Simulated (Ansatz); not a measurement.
**ClGeH5OSi: small, medium and large basis sets**

Aim: see how fast density functionals converge with the basis set for ClGeH5OSi.

Method: one geometry, several basis sets; program: Ansatz 0.2.0, Gaussian basis.

Plan: PBE0-D4/def2-SVP; ωB97M-V/def2-SVP; PBE0-D4/def2-QZVPP; ωB97M-V/def2-QZVPP; the functionals' def2-TZVPP values are taken from earlier runs.

### Step 1. The geometry

All runs share one geometry, relaxed beforehand with PBE0-D4 in a triple-zeta def2 set.

SMILES `Cl[SiH2][O][GeH3]`, 9 atoms, charge 0, spin multiplicity 1.

Atoms are counted from 1 here; the program's logs count them from 0.

Bond lengths: Cl1–Si2 2.062 Å, Si2–O3 1.616 Å, Si2–H5 1.481 Å, Si2–H6 1.477 Å, O3–Ge4 1.786 Å, Ge4–H7 1.536 Å, Ge4–H8 1.533 Å, Ge4–H9 1.532 Å. Angles: Cl1–Si2–O3 110.4°, Cl1–Si2–H5 106.0°, Cl1–Si2–H6 107.7°, O3–Si2–H5 111.6°, O3–Si2–H6 109.0°, H5–Si2–H6 111.9°, Si2–O3–Ge4 134.9°, O3–Ge4–H7 108.2°, O3–Ge4–H8 107.8°, O3–Ge4–H9 104.8°, H7–Ge4–H8 111.6°, H7–Ge4–H9 111.9°, H8–Ge4–H9 112.1°.

Coordinates:

```xyz
9

Cl   -0.8429    0.6497   -2.3003
Si    0.2166    1.3692   -0.6842
O    -0.0313    0.4370    0.6122
Ge   -0.1374   -1.3224    0.8981
H     1.6402    1.3668   -1.0940
H    -0.2721    2.7335   -0.3969
H     0.9868   -2.0053    0.1041
H    -1.5219   -1.7899    0.4342
H     0.0503   -1.4847    2.4096
```

### Step 2. PBE0-D4 in def2-SVP

Input file in.yaml:

```yaml
crystal:
  periodic: [false, false, false]
  atoms:
    - {symbol: Cl, position_ang: [-0.842882, 0.649663, -2.300333]}
    - {symbol: Si, position_ang: [0.216626, 1.369163, -0.684205]}
    - {symbol: O, position_ang: [-0.031295, 0.436951, 0.612245]}
    - {symbol: Ge, position_ang: [-0.137356, -1.322440, 0.898123]}
    - {symbol: H, position_ang: [1.640241, 1.366846, -1.093954]}
    - {symbol: H, position_ang: [-0.272078, 2.733470, -0.396862]}
    - {symbol: H, position_ang: [0.986796, -2.005334, 0.104068]}
    - {symbol: H, position_ang: [-1.521893, -1.789950, 0.434249]}
    - {symbol: H, position_ang: [0.050338, -1.484669, 2.409568]}
basis:
  gaussian: {orbitals: def2-SVP}
hamiltonian: {xc: pbe0, dispersion: d4}
output: {orbitals: {seedname: orbitals}}
```

Launch:

```console
ansatz run in.yaml --threads 2 --pin off --events-out ev --progress --plain --max-ram 32768MiB --backend cpu
```

Further steps of the session: ωB97M-V in def2-SVP; PBE0-D4 in def2-QZVPP; ωB97M-V in def2-QZVPP.

Q: Predict the results of all the runs planned. Wanted: PBE0-D4: double and triple zeta above quadruple; ωB97M-V: double and triple zeta above quadruple.

**Answer**, as computed:

| quantity | value |
| --- | --- |
| PBE0-D4: double and triple zeta above quadruple | 19.04, 2.01 eV |
| ωB97M-V: double and triple zeta above quadruple | 18.98, 1.93 eV |

PBE0-D4 gains 17.03 eV from double to triple zeta, then 2.01 eV more. These are total energies; as a rule much of such shifts cancels in differences, which this series doesn't test. The LUMO of ωB97M-V is positive and keeps falling with the basis (2.00 to 1.18 eV): an unbound level that the basis holds in place.
